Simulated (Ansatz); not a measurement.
# CH5AlFN: how energies converge with the basis set

One table from this session's results is given with a row withheld; the runs are named, their logs left out.

The runs use Ansatz 0.2.0, Gaussian basis; one geometry, several basis sets.

The runs, in order: PBE0-D4/def2-SVP; ωB97M-V/def2-SVP; PBE0-D4/def2-QZVPP; ωB97M-V/def2-QZVPP; CCSD(T)/cc-pV(D+d)Z; CCSD(T)/cc-pV(T+d)Z; CCSD(T)/cc-pV(Q+d)Z; the functionals' def2-TZVPP values are taken from earlier runs.

**Structure used throughout**

All runs share one geometry, relaxed beforehand with PBE0-D4 in a triple-zeta def2 set.

SMILES `C[NH][AlH][F]`, 9 atoms, charge 0, spin multiplicity 1.

Atoms are counted from 1 here; the program's logs count them from 0.

Bond lengths: C1–N2 1.448 Å, C1–H5 1.096 Å, C1–H6 1.093 Å, C1–H7 1.096 Å, N2–Al3 1.758 Å, N2–H8 1.009 Å, Al3–F4 1.652 Å, Al3–H9 1.571 Å. Angles: N2–C1–H5 112.3°, N2–C1–H6 110.0°, N2–C1–H7 112.3°, H5–C1–H6 107.1°, H5–C1–H7 107.8°, H6–C1–H7 107.1°, C1–N2–Al3 127.2°, C1–N2–H8 112.3°, Al3–N2–H8 120.5°, N2–Al3–F4 117.9°, N2–Al3–H9 122.1°, F4–Al3–H9 120.1°.

Coordinates:

```xyz
9
CH5AlFN
C    -0.4985    0.8345   -0.8361
N    -0.0095   -0.4424   -0.3593
Al    0.6503   -0.8017    1.2302
F     1.1431   -2.3495    1.5293
H    -1.5575    0.7965   -1.1164
H    -0.4014    1.5890   -0.0508
H     0.0647    1.1984   -1.7031
H    -0.0810   -1.1659   -1.0588
H     0.7783    0.2948    2.3478
```

The first run:

Contents of in.yaml:

```yaml
crystal:
  periodic: [false, false, false]
  atoms:
    - {symbol: C, position_ang: [-0.498543, 0.834509, -0.836096]}
    - {symbol: N, position_ang: [-0.009535, -0.442439, -0.359317]}
    - {symbol: Al, position_ang: [0.650334, -0.801679, 1.230183]}
    - {symbol: F, position_ang: [1.143074, -2.349533, 1.529317]}
    - {symbol: H, position_ang: [-1.557519, 0.796532, -1.116358]}
    - {symbol: H, position_ang: [-0.401393, 1.588960, -0.050828]}
    - {symbol: H, position_ang: [0.064670, 1.198443, -1.703113]}
    - {symbol: H, position_ang: [-0.081021, -1.165891, -1.058825]}
    - {symbol: H, position_ang: [0.778333, 0.294798, 2.347838]}
basis:
  gaussian: {orbitals: def2-SVP}
hamiltonian: {xc: pbe0, dispersion: d4}
output: {orbitals: {seedname: orbitals}}
```

Command:

```
ansatz run in.yaml --threads 2 --pin off --events-out ev --progress --plain --max-ram 32768MiB --backend cpu
```

Among the steps run: PBE0-D4 in def2-SVP; ωB97M-V in def2-SVP; PBE0-D4 in def2-QZVPP; ωB97M-V in def2-QZVPP.

One table of the session follows, with a row left open; its other results are not shown here.

It belongs to the step «Density functionals: the series». 

```
functional       basis  HOMO (eV)  LUMO (eV)
   PBE0-D4    def2-SVP          ?          ?
   PBE0-D4  def2-TZVPP      -7.04      -0.21
   PBE0-D4  def2-QZVPP      -7.07      -0.35
   ωB97M-V    def2-SVP      -9.23       1.77
   ωB97M-V  def2-TZVPP      -9.38       1.34
   ωB97M-V  def2-QZVPP      -9.42       0.87
```

Estimate the missing values for PBE0-D4, def2-SVP.

**Answer.** HOMO (eV): -6.92; LUMO (eV): 0.07. In the column «HOMO (eV)» it is the highest.
